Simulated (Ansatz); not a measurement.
# WO2(OH)2 (H2WO4): geometry, orbitals and charge

Aim: characterise WO2(OH)2 (H2WO4) as a singlet: its structure, frontier levels and distribution of charge.

Method: RKS PBE0-D4/def2-TZVP; program: Ansatz 0.2.0, Gaussian basis.

Plan: relaxation at PBE-D4/def2-SVP; a search for the lowest solution at PBE0-D4/def2-SVP; a single point at PBE0-D4/def2-TZVP; harmonic vibrations at PBE-D4/def2-SVP.

**1. The starting structure**

7 atoms, charge 0, spin multiplicity 1.

Atoms are counted from 1 here; the program's logs count them from 0.

Bond lengths: W1–O2 1.695 Å, W1–O3 1.695 Å, W1–O4 1.866 Å, W1–O6 1.865 Å, O4–H5 0.967 Å, O6–H7 0.967 Å. Angles: O2–W1–O3 110.5°, O2–W1–O4 109.1°, O2–W1–O6 109.4°, O3–W1–O4 109.3°, O3–W1–O6 109.3°, O4–W1–O6 109.2°, W1–O4–H5 162.8°, W1–O6–H7 163.7°.

Coordinates:

```csv
atom,x (Å),y (Å),z (Å)
W1,0.3346,0.0807,0.2573
O2,0.2243,0.3770,1.9225
O3,1.9488,0.1582,-0.2542
O4,-0.6644,1.3629,-0.6593
H5,-1.0017,2.2046,-0.9952
O6,-0.3487,-1.6139,-0.1173
H7,-0.4929,-2.5694,-0.1538
```

Formally the metal is d0. W takes a core potential in the def2 sets. No spin-orbit coupling is included.

The start is a GFN2-xTB geometry.

**2. Relaxation at PBE-D4/def2-SVP**

The input, in.yaml:

```yaml
crystal:
  periodic: [false, false, false]
  atoms:
    - {symbol: W, position_ang: [0.334610, 0.080700, 0.257260]}
    - {symbol: O, position_ang: [0.224330, 0.376960, 1.922540]}
    - {symbol: O, position_ang: [1.948790, 0.158160, -0.254160]}
    - {symbol: O, position_ang: [-0.664440, 1.362910, -0.659340]}
    - {symbol: H, position_ang: [-1.001660, 2.204610, -0.995220]}
    - {symbol: O, position_ang: [-0.348710, -1.613920, -0.117310]}
    - {symbol: H, position_ang: [-0.492920, -2.569430, -0.153780]}
basis:
  gaussian: {orbitals: def2-SVP}
hamiltonian: {xc: pbe, dispersion: d4}
scf: {omitted_lower_state_checks: [starts]}
output: {orbitals: {seedname: orbitals}}
relax: {f_tol: 0.02, max_steps: 100}
```

Run with:

```sh
$ ansatz run in.yaml --threads 4 --pin off --events-out ev --progress --plain --max-ram 3916MiB
```

What it wrote, shortened:

```text
Functional definition: PBE
  name "PBE"
  cite "Perdew, Burke & Ernzerhof, Phys. Rev. Lett. 77, 3865 (1996) doi:10.1103/PhysRevLett.77.3865"
  parent pbe
[...]
995 factors; their error is unknown
[...]
mean field -10038.16673429 eV, -368.8958233712 hartree, gradient 1.5e-5 eV, S^2 0.000000; 0 other end points of the search recorded, 0 dependent functions left out
[...]
reference -10038.16679861 eV, -368.8958257350 hartree; 24, 24 occupied and 74, 74 virtual orbitals, 995 factors
relax step   1: F+E_penalty+E_count = -10038.31926191 eV  Δ(F+E_penalty+E_count) = +0.000e0 eV  max|allowed force component| = 2.291e0 eV/Å  Δτ_max = 0.0000 Å  (31 SCF iters, accepted)
[...]
relax step   8: F+E_penalty+E_count = -10038.57205297 eV  Δ(F+E_penalty+E_count) = -1.608e-2 eV  max|allowed force component| = 3.330e-1 eV/Å  Δτ_max = 0.0884 Å  (30 SCF iters, accepted)
[...]
relax step  15: F+E_penalty+E_count = -10038.57934828 eV  Δ(F+E_penalty+E_count) = -2.275e-4 eV  max|allowed force component| = 4.136e-2 eV/Å  Δτ_max = 0.0143 Å  (30 SCF iters, accepted)
[...]
relax step  22: F+E_penalty+E_count = -10038.58883434 eV  Δ(F+E_penalty+E_count) = -2.556e-3 eV  max|allowed force component| = 2.408e-1 eV/Å  Δτ_max = 0.0488 Å  (32 SCF iters, accepted)
[...]
relax step  29: F+E_penalty+E_count = -10038.59960347 eV  Δ(F+E_penalty+E_count) = -1.426e-4 eV  max|allowed force component| = 1.360e-1 eV/Å  Δτ_max = 0.0419 Å  (31 SCF iters, accepted)
[...]
relax step  30: F+E_penalty+E_count = -10038.60018552 eV  Δ(F+E_penalty+E_count) = -5.820e-4 eV  max|allowed force component| = 6.501e-3 eV/Å  Δτ_max = 0.0039 Å  (31 SCF iters, accepted)
[...]
995 factors; their error is unknown
mean field -10038.44940232 eV, -368.9062112297 hartree, gradient 1.7e-5 eV, S^2 0.000000; 0 other end points of the search recorded, 0 dependent functions left out
[...]
reference -10038.44946869 eV, -368.9062136690 hartree; 24, 24 occupied and 74, 74 virtual orbitals, 995 factors
Total energy: -10038.60025189 eV, -368.9117548494 hartree
Atom 0 at     0.257510     0.062743     0.197410 Å, force    -0.004502    -0.000089    -0.003129 eV/Å
Atom 1 at     0.173924     0.589095     1.839466 Å, force     0.001694     0.003174     0.006501 eV/Å
Atom 2 at     1.924714    -0.078285    -0.228026 Å, force     0.006213    -0.001150     0.000527 eV/Å
Atom 3 at    -0.550882     1.357183    -0.935538 Å, force    -0.002054     0.001570    -0.002948 eV/Å
Atom 4 at    -1.038083     2.146306    -0.636580 Å, force    -0.000227     0.000476     0.000677 eV/Å
Atom 5 at    -0.588099    -1.633970     0.060171 Å, force    -0.000867    -0.003254    -0.000852 eV/Å
Atom 6 at    -0.179084    -2.443082    -0.296913 Å, force    -0.000257    -0.000728    -0.000775 eV/Å
Dipole moment:    -0.468955    -0.114420    -0.359650 e Å
Checks for a lower state left out: starts
```

Run time: 34 s. Hardware: 4 threads of Arm Neoverse V1, shared host.

Step by step: (the energy doesn't fall at every step)

```csv
step,energy from step 1 (eV),largest force component (eV/Å)
1,0.0000,2.2912
2,-0.1178,0.2772
3,-0.1312,0.2980
4,-0.1251,2.3013
5,-0.1935,0.1746
6,-0.2199,0.2535
7,-0.2367,0.2972
8,-0.2528,0.3330
9,-0.1744,1.3828
10,-0.2597,0.0235
11,-0.2597,0.0112
12,-0.2597,0.0059
13,-0.2597,0.0026
14,-0.2599,0.0289
15,-0.2601,0.0414
16,-0.2607,0.0542
17,-0.2616,0.1046
18,-0.1416,2.0887
19,-0.2639,0.1250
20,-0.2630,0.5418
21,-0.2670,0.0904
22,-0.2696,0.2408
23,-0.2756,0.0632
24,-0.2762,0.0456
25,-0.2266,1.2603
26,-0.2792,0.0641
27,-0.2770,0.3639
28,-0.2802,0.1477
29,-0.2803,0.1360
30,-0.2809,0.0065
```

The force was under the threshold of 0.02 eV/Å already at step 11, but the program went on to step 30.

Distances of close pairs at the start and the end, largest changes first:

```csv
bond,before (Å),after (Å),change (Å)
W1–O6,1.865,1.901,+0.036
W1–O4,1.866,1.901,+0.035
W1–O3,1.695,1.726,+0.031
W1–O2,1.695,1.726,+0.031
O4–H5,0.967,0.974,+0.007
O6–H7,0.967,0.974,+0.007
```

Bonds by kind at the end (by distance):

```csv
bond,count,shortest (Å),longest (Å)
O–W,4,1.726,1.901
H–O,2,0.974,0.974
```

**3. Searching for the lowest solution, PBE0-D4/def2-SVP**

start.molden holds the orbitals of an earlier run on this state, given as this run's starting guess.

The input, in.yaml:

```yaml
crystal:
  periodic: [false, false, false]
  atoms:
    - {symbol: W, position_ang: [0.257510, 0.062743, 0.197410]}
    - {symbol: O, position_ang: [0.173924, 0.589095, 1.839466]}
    - {symbol: O, position_ang: [1.924714, -0.078285, -0.228026]}
    - {symbol: O, position_ang: [-0.550882, 1.357183, -0.935538]}
    - {symbol: H, position_ang: [-1.038083, 2.146306, -0.636580]}
    - {symbol: O, position_ang: [-0.588099, -1.633970, 0.060171]}
    - {symbol: H, position_ang: [-0.179084, -2.443082, -0.296913]}
basis:
  gaussian: {orbitals: def2-SVP, initial_orbitals: start.molden}
hamiltonian: {xc: pbe0, dispersion: d4}
output: {orbitals: {seedname: orbitals}}
```

Launched as before.

What it wrote:

```text
Functional definition: PBE0
  name "PBE0"
  cite "Adamo & Barone, J. Chem. Phys. 110, 6158 (1999) doi:10.1063/1.478522"
  cite "Perdew, Burke & Ernzerhof, Phys. Rev. Lett. 77, 3865 (1996) doi:10.1103/PhysRevLett.77.3865"
  parent pbe
  parameter a = 0.25
  parameter kappa = 0.804
  parameter beta = 0.06672455060314922
  exchange = (1 - a)*pbe_x(kappa = kappa, mu = beta*pi^2/3) + a*exact_x
  correlation = pbe_c(beta = beta)
1035 factors; their error is unknown
mean field evaluation 1: about -10035.5919 eV, gradient 7.5e0 eV
mean field evaluation 2: about -10035.7497 eV, gradient 1.9e-1 eV
mean field evaluation 4: about -10035.8273 eV, gradient 3.9e-4 eV
mean field evaluation 8: about -10015.5676 eV, gradient 1.1e2 eV
mean field evaluation 16: about -10035.7519 eV, gradient 1.2e-1 eV
mean field -10035.82728539 eV, -368.8098502100 hartree, gradient 1.0e-5 eV, S^2 0.000000; 1 other end points of the search recorded, 0 dependent functions left out
reference -10035.82733611 eV, -368.8098520739 hartree; 24, 24 occupied and 74, 74 virtual orbitals, 1035 factors
Total energy: -10035.95484302 eV, -368.8145378664 hartree
```

Wall time 1.5 s (4 threads of Arm Neoverse V1, shared host).

Report: HOMO -8.86 eV, LUMO -1.72 eV.

**4. Single point, PBE0-D4/def2-TZVP**

in.yaml: that of step 3 with these lines changed.

```diff
@@ -11,4 +11,5 @@
 basis:
-  gaussian: {orbitals: def2-SVP, initial_orbitals: start.molden}
+  gaussian: {orbitals: def2-TZVP, initial_orbitals: start.molden}
 hamiltonian: {xc: pbe0, dispersion: d4}
+scf: {omitted_lower_state_checks: [starts]}
 output: {orbitals: {seedname: orbitals}}
```

The command is unchanged.

What it wrote:

```text
Functional definition: PBE0
  name "PBE0"
  cite "Adamo & Barone, J. Chem. Phys. 110, 6158 (1999) doi:10.1063/1.478522"
  cite "Perdew, Burke & Ernzerhof, Phys. Rev. Lett. 77, 3865 (1996) doi:10.1103/PhysRevLett.77.3865"
  parent pbe
  parameter a = 0.25
  parameter kappa = 0.804
  parameter beta = 0.06672455060314922
  exchange = (1 - a)*pbe_x(kappa = kappa, mu = beta*pi^2/3) + a*exact_x
  correlation = pbe_c(beta = beta)
these checks for a lower state are left out or cut short: starts
1092 factors; their error is unknown
mean field evaluation 1: about -10041.8638 eV, gradient 1.9e2 eV
mean field evaluation 2: about -10046.3923 eV, gradient 5.1e0 eV
mean field evaluation 4: about -10046.4826 eV, gradient 2.7e-1 eV
mean field evaluation 8: about -10046.4827 eV, gradient 2.1e-5 eV
mean field -10046.48266565 eV, -369.2014282121 hartree, gradient 2.1e-5 eV, S^2 0.000000; 0 other end points of the search recorded, 0 dependent functions left out
reference -10046.48269400 eV, -369.2014292541 hartree; 24, 24 occupied and 152, 152 virtual orbitals, 1092 factors
Total energy: -10046.61020091 eV, -369.2061150466 hartree
Checks for a lower state left out: starts
```

Run time: 2.1 s. Hardware: 4 threads of Arm Neoverse V1, shared host.

Report: HOMO -8.93 eV, LUMO -1.78 eV.

Mulliken charges, from this run's orbitals:

```csv
atom,value (e)
W1,1.53
O2,-0.48
O3,-0.48
O4,-0.65
H5,0.37
O6,-0.65
H7,0.37
```

Largest Mayer bond orders: W1–O2 2.04; W1–O3 2.04; W1–O4 1.03; W1–O6 1.03; O4–H5 0.85; O6–H7 0.85.

**5. Harmonic vibrations**

in.yaml: that of step 4 with these lines changed.

```diff
@@ -11,5 +11,5 @@
 basis:
-  gaussian: {orbitals: def2-TZVP, initial_orbitals: start.molden}
-hamiltonian: {xc: pbe0, dispersion: d4}
+  gaussian: {orbitals: def2-SVP}
+hamiltonian: {xc: pbe, dispersion: d4}
 scf: {omitted_lower_state_checks: [starts]}
-output: {orbitals: {seedname: orbitals}}
+phonons: {temperatures: {t_min: 298.15, t_max: 900, t_step: 200}}
```

Launched as before.

What it wrote, shortened:

```text
Functional definition: PBE
  name "PBE"
  cite "Perdew, Burke & Ernzerhof, Phys. Rev. Lett. 77, 3865 (1996) doi:10.1103/PhysRevLett.77.3865"
  parent pbe
[...]
995 factors; their error is unknown
[...]
mean field -10038.44938014 eV, -368.9062104147 hartree, gradient 2.7e-5 eV, S^2 0.000000; 0 other end points of the search recorded, 0 dependent functions left out
[...]
reference -10038.44944632 eV, -368.9062128468 hartree; 24, 24 occupied and 74, 74 virtual orbitals, 995 factors
[...]
995 factors; their error is unknown
mean field -10038.44914791 eV, -368.9062018806 hartree, gradient 2.1e-6 eV, S^2 0.000000; 0 other end points of the search recorded, 0 dependent functions left out
[...]
reference -10038.44921409 eV, -368.9062043124 hartree; 24, 24 occupied and 74, 74 virtual orbitals, 995 factors
[...]
995 factors; their error is unknown
[...]
Total energy: -10038.60022954 eV, -368.9117540279 hartree
Atom 0 at     0.257510     0.062743     0.197410 Å, force    -0.004570    -0.000063    -0.003179 eV/Å
Atom 1 at     0.173924     0.589095     1.839466 Å, force     0.001799     0.003231     0.006481 eV/Å
Atom 2 at     1.924714    -0.078285    -0.228026 Å, force     0.006188    -0.001212     0.000642 eV/Å
Atom 3 at    -0.550882     1.357183    -0.935538 Å, force    -0.002222     0.001649    -0.002895 eV/Å
Atom 4 at    -1.038083     2.146306    -0.636580 Å, force    -0.000124     0.000428     0.000654 eV/Å
Atom 5 at    -0.588099    -1.633970     0.060171 Å, force    -0.000832    -0.003348    -0.001001 eV/Å
Atom 6 at    -0.179084    -2.443082    -0.296913 Å, force    -0.000239    -0.000685    -0.000702 eV/Å
Dipole moment:    -0.468956    -0.114419    -0.359649 e Å
Vibrations: 164.18 194.29 197.42 229.09 245.79 257.70 346.45 556.97 563.47 713.86 724.56 962.25 991.44 3755.37 3759.46 cm⁻¹, zero-point energy 0.846954 eV
Checks for a lower state left out: starts
```

It took 30 s on 4 threads of Arm Neoverse V1, shared host.

Motions are named by where the mode's potential energy lies. The modes, unscaled (a negative number is an imaginary wavenumber):

```csv
mode,cm⁻¹,motion
1,164,torsion
2,194,bend
3,197,torsion with bend
4,229,torsion with bend
5,246,bend
6,258,torsion with bend
7,346,bend with torsion
8,557,bend
9,563,bend
10,714,W–O stretch
11,725,W–O stretch
12,962,W–O stretch
13,991,W–O stretch
14,3755,O–H stretch
15,3759,O–H stretch
```

**6. Outcome**

| quantity | value |
| --- | --- |
| point group | C2 |
| near neighbours of the metal | O 1.73, O 1.73, O 1.90, O 1.90 Å |
| HOMO, LUMO at PBE0-D4/def2-TZVP | -8.93, -1.78 eV |
| charge on the metal (Mulliken, PBE0-D4/def2-TZVP) | +1.53 e |
| dipole at PBE-D4/def2-SVP | 2.89 D |
| lowest, highest wavenumber | 164, 3759 cm⁻¹ |

In words: The molecule keeps its bonding pattern by the stored test; the atoms moved 0.28 Å (rms), and the angle W1–O6–H7 went from 164° to 126°. The metal has 4 near neighbours by the distance rule, from 1.73 to 1.90 Å. The Mulliken charge of the metal, +1.53 e, depends on the basis and isn't its oxidation state. All wavenumbers are real: a minimum at this level. Whether this spin is the lowest isn't tested here. The point group is read from a loosely relaxed geometry; soft torsions can leave it below the true symmetry.
